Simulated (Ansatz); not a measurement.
# MgCd2SeS2: the cost of one run

Computed with Ansatz 0.2.0 (DFT PBE, scalar-relativistic, plane waves, PAW, unless a step's input says otherwise).

### Step 1. Starting point

Symmetry: P4/mmm, No. 123, tetragonal system. The conventional cell has a = 4.506 Å, b = 4.506 Å, c = 5.949 Å, α = 90.00°, β = 90.00°, γ = 90.00°. Mg (site symmetry 4/mmm) has 2 Se at 2.97 Å as nearest neighbours. Around Cd (site symmetry mmm) lie 2 Se at 2.25 Å and 4 S at 2.77 Å. Se (site symmetry 4/mmm) is surrounded by 4 Cd at 2.25 Å and 2 Mg at 2.97 Å. Around S (site symmetry 4mm) lie 1 S at 2.72 Å and 4 Cd at 2.77 Å.

As a file:

```xyz
6
Lattice="4.5063 0.0000 0.0000 0.0000 4.5063 0.0000 0.0000 0.0000 5.9491" Properties=species:S:1:pos:R:3 pbc="T T T"
Mg    0.0000    0.0000    0.0000
Cd    0.0000    2.2531    2.9746
Cd    2.2531    0.0000    2.9746
Se    0.0000    0.0000    2.9746
S     2.2531    2.2531    4.5891
S     2.2531    2.2531    1.3600
```

Recipe of the guess: species swapped into a database cell of CeCr2Si2C (P4/mmm, No. 123), with Mg on the Ce sites, Cd on the Cr sites, S on the Si sites and Se on the C sites. The dimensions are guesses.

### Step 2. The guess as it stands, on a coarse mesh

input.yaml

```yaml
crystal:
  lattice:
    - [4.50627868, 0.0, 0.0]
    - [0.0, 4.50627868, 0.0]
    - [0.0, 0.0, 5.94911664]
  atoms:
    - { symbol: Mg, position: [0.0, 0.0, 0.0] }
    - { symbol: Cd, position: [0.0, 0.5, 0.5] }
    - { symbol: Cd, position: [0.5, 0.0, 0.5] }
    - { symbol: Se, position: [0.0, 0.0, 0.5] }
    - { symbol: S, position: [0.5, 0.5, 0.77139902] }
    - { symbol: S, position: [0.5, 0.5, 0.22860098] }
basis:
  ecutwfc: 420
kpoints:
  mp_grid: { grid: [4, 4, 4] }
hamiltonian:
  xc: pbe
scf:
  occupations: { method: gaussian, width: 0.1 }
  lower_state_search: "off"
output:
  forces: true
  stress: true
  eigenvalues: true
```

Command:

```sh
ansatz run input.yaml --threads 1 --pin off --max-ram 2560MiB --backend cpu --events-out ev --progress --plain --runs-dir out
```

Q: Estimate wall time and peak memory on 1 thread of Arm Neoverse V1, shared host.

About 6 s, with a peak of 0.41 GiB.
